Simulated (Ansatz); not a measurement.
# Bi2Te3: the cost of one run

Program: Ansatz 0.2.0. Level of theory: DFT PBEsol, scalar-relativistic, plane waves, PAW. These are calculated values, not measurements.

1 further run of the same task is left out (set aside as unsound or not needed). Runs told in other sessions of the task aren't counted.

**1. The starting structure**

It takes space group R-3m (No. 166, trigonal). The conventional cell has a = 4.382 Å, b = 4.382 Å, c = 30.294 Å, α = 90.00°, β = 90.00°, γ = 120.00°. Bi (site symmetry 3m) has 6 Te at 3.06 to 3.23 Å in its first shell of neighbours. Te (site symmetry -3m) is surrounded by 6 Bi at 3.23 Å. Te (site symmetry 3m) has 3 Bi at 3.06 Å in its first shell of neighbours.

Structure file:

```cif
data_structure
_symmetry_space_group_name_H-M 'P 1'
_symmetry_Int_Tables_number 1
_cell_length_a 10.4101
_cell_length_b 10.4101
_cell_length_c 10.4101
_cell_angle_alpha 24.301
_cell_angle_beta 24.301
_cell_angle_gamma 24.301
_cell_volume 167.95
loop_
_atom_site_label
_atom_site_type_symbol
_atom_site_fract_x
_atom_site_fract_y
_atom_site_fract_z
_atom_site_occupancy
Bi1 Bi 0.39987 0.39987 0.39987 1
Bi2 Bi 0.60013 0.60013 0.60013 1
Te1 Te 0.00000 0.00000 0.00000 1
Te2 Te 0.20995 0.20995 0.20995 1
Te3 Te 0.79005 0.79005 0.79005 1
```

It is the result of an earlier relaxation at this level (volume 33.59 Å³/atom; gap on the mesh: 0.21 eV).

**2. Band edges and mean potential of the bulk**

input.yaml reads:

```yaml
crystal:
  lattice:
    - [2.1911535749, 1.2650631063, 10.09798747]
    - [-2.1911535749, 1.2650631063, 10.09798747]
    - [0.0, -2.5301262126, 10.09798747]
  atoms:
    - { symbol: Bi, position: [0.3998739474, 0.3998739474, 0.3998739474] }
    - { symbol: Bi, position: [0.6001260526, 0.6001260526, 0.6001260526] }
    - { symbol: Te, position: [0.0, 0.0, 0.0] }
    - { symbol: Te, position: [0.2099472617, 0.2099472617, 0.2099472617] }
    - { symbol: Te, position: [0.7900527383, 0.7900527383, 0.7900527383] }
basis:
  ecutwfc: 420
kpoints:
  mp_grid: { grid: [9, 9, 9] }
  band_path: { path: [VBM, CBM], npoints: 2 }
hamiltonian:
  xc: pbesol
scf:
  occupations: { method: gaussian, width: 0.01 }
output:
  forces: true
  stress: true
  eigenvalues: true
```

Run with:

```bash
$ ansatz run input.yaml --threads 4 --pin off --max-ram 9216MiB --backend cpu --events-out ev --progress --plain --runs-dir out
```

Q: Estimate wall time and peak memory on 4 threads of Arm Neoverse V1, shared host.

About 29 s, with a peak of 0.81 GiB.
